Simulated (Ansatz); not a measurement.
# UBHLYP/STO-3G run of SiH2SF (SMILES F[SiH]S)

What is the electronic atomisation energy of SiH2SF at UBHLYP/STO-3G? 

The results are computed with Ansatz 0.2.0.

72 further runs of the same task are left out: 4 that didn't finish, 68 set aside as unsound or not needed.

### Step 1. The structure to begin with

SiH2SF has 5 atoms, charge 0, and is taken as a doublet. SMILES: `F[SiH]S`. The coordinates come from a PBE0-D4/def2-TZVP relaxation. This is one conformer, not always the lowest.

Bond lengths: F1–Si2 1.603 Å, Si2–S3 2.122 Å, Si2–H4 1.489 Å, S3–H5 1.344 Å. Angles: F1–Si2–S3 112.5°, F1–Si2–H4 107.6°, S3–Si2–H4 105.3°, Si2–S3–H5 95.0°.

### Step 2. A single-point energy at UBHLYP/STO-3G

input.yaml

```yaml
crystal:
  periodic: [false, false, false]
  atoms:
    - {symbol: F, position_ang: [-1.242300, -0.527200, 1.134200]}
    - {symbol: Si, position_ang: [-0.629400, -0.168000, -0.303300]}
    - {symbol: S, position_ang: [1.400700, 0.438500, -0.191800]}
    - {symbol: H, position_ang: [-0.621800, -1.416500, -1.115500]}
    - {symbol: H, position_ang: [1.142700, 1.599500, 0.435000]}
basis:
  gaussian: {orbitals: STO-3G}
hamiltonian: {xc: {name: BHLYP}}
accuracy: high
magnetization: {spin_polarized: true, initial_magnetization: 1}
```

Launch:

```bash
ansatz run input.yaml --threads 1 --pin off --max-ram 2610MiB --events-out events.jsonl --progress --plain --runs-dir runs
```

The log of the run:

```text
Warning: RAYON_NUM_THREADS=1 ignored (pool sized by the plan → 1); use --threads N
Functional definition: BHLYP
  name "BHLYP"
  parameter a = 0.5
  exchange = (1 - a)*b88_x + a*exact_x
  correlation = lyp_c
461 factors; integrals over basis functions are off by at most 2.7e-8 eV
mean field evaluation 1: about -21208.6655 eV, gradient 1.3e1 eV
mean field evaluation 2: about -21209.5130 eV, gradient 1.0e1 eV
mean field evaluation 4: about -21210.2620 eV, gradient 4.2e-1 eV
mean field evaluation 8: about -21210.2825 eV, gradient 6.8e-3 eV
mean field evaluation 16: about -21210.2825 eV, gradient 1.3e-6 eV
mean field -21210.28254650 eV, -779.4635067382 hartree, gradient 2.6e-8 eV, S^2 0.752699; 0 other end points of the search recorded, 0 dependent functions left out
reference -21210.28256440 eV, -779.4635073959 hartree; 21, 20 occupied and 4, 5 virtual orbitals, 461 factors
Total energy: -21210.28256440 eV, -779.4635073959 hartree
```

Wall time 2.4 s (1 thread of Arm Neoverse V1, shared host); peak memory 0.15 GiB.

### Step 3. The F atom at the same level

in.yaml

```yaml
crystal:
  periodic: [false, false, false]
  atoms:
    - {symbol: F, position_ang: [0.000000, 0.000000, 0.000000]}
basis:
  gaussian: {orbitals: STO-3G}
magnetization: {spin_polarized: true, initial_magnetization: 1}
hamiltonian: {xc: {name: BHLYP}}
accuracy: high
```

Run the same way, it converges to -98.27228 Eh (log not shown).

### Step 4. The H atom, same level

run.yaml

```yaml
crystal:
  periodic: [false, false, false]
  atoms:
    - {symbol: H, position_ang: [0.000000, 0.000000, 0.000000]}
basis:
  gaussian: {orbitals: STO-3G}
magnetization: {spin_polarized: true, initial_magnetization: 1}
hamiltonian: {xc: {name: BHLYP}}
accuracy: high
```

Run the same way, it converges to -0.46466 Eh (log not shown).

### Step 5. The S atom

job.yaml

```yaml
crystal:
  periodic: [false, false, false]
  atoms:
    - {symbol: S, position_ang: [0.000000, 0.000000, 0.000000]}
basis:
  gaussian: {orbitals: STO-3G}
hamiltonian: {xc: {name: BHLYP}}
accuracy: high
magnetization: {spin_polarized: true, initial_magnetization: 2}
```

Run the same way, it converges to -393.69688 Eh (log not shown).

### Step 6. The Si atom at the same level

input.yaml

```yaml
crystal:
  periodic: [false, false, false]
  atoms:
    - symbol: Si
      position_ang: [0.000000, 0.000000, 0.000000]
basis:
  gaussian:
    orbitals: STO-3G
accuracy: high
magnetization:
  spin_polarized: true
  initial_magnetization: 2
hamiltonian:
  xc: {name: BHLYP}
```

Launch:

```bash
ansatz run input.yaml --threads 1 --pin off --max-ram 2610MiB --events-out events.jsonl --progress --plain --runs-dir runs
```

The log of the run:

```text
Warning: RAYON_NUM_THREADS=1 ignored (pool sized by the plan → 1); use --threads N
[... 5 set-up lines as earlier in the session ...]
42 factors; integrals over basis functions are off by at most 2.5e-9 eV
mean field evaluation 1: about -7781.2461 eV, gradient 4.4e-1 eV
mean field evaluation 2: about -7781.2466 eV, gradient 1.7e-2 eV
mean field evaluation 4: about -7781.2467 eV, gradient 1.3e-3 eV
mean field evaluation 8: about -7781.2467 eV, gradient 1.0e-8 eV
mean field -7781.24668017 eV, -285.9555411778 hartree, gradient 1.0e-8 eV, S^2 2.000000; 0 other end points of the search recorded, 0 dependent functions left out
reference -7781.24669406 eV, -285.9555416883 hartree; 8, 6 occupied and 1, 3 virtual orbitals, 42 factors
Total energy: -7781.24669406 eV, -285.9555416883 hartree
```

Wall time 0.32 s (1 thread of Arm Neoverse V1, shared host).

### Step 7. Results

At UBHLYP/STO-3G:

| quantity | value |
| --- | --- |
| molecule: total energy | -779.46351 Eh |
| molecule: ⟨S²⟩ | 0.753 |
| F atom: total energy | -98.27228 Eh |
| F atom: ⟨S²⟩ | 0.750 |
| H atom: total energy | -0.46466 Eh |
| H atom: ⟨S²⟩ | 0.750 |
| S atom: total energy | -393.69688 Eh |
| S atom: ⟨S²⟩ | 2.000 |
| Si atom: total energy | -285.95554 Eh |
| Si atom: ⟨S²⟩ | 2.000 |
| electronic atomisation energy | 16.585 eV |

**Reading.** Taking the molecule apart into free atoms costs 16.58 eV (382 kcal/mol), before zero-point energy and without spin-orbit coupling. In a minimal basis such a difference can be off by several eV, whatever the method.
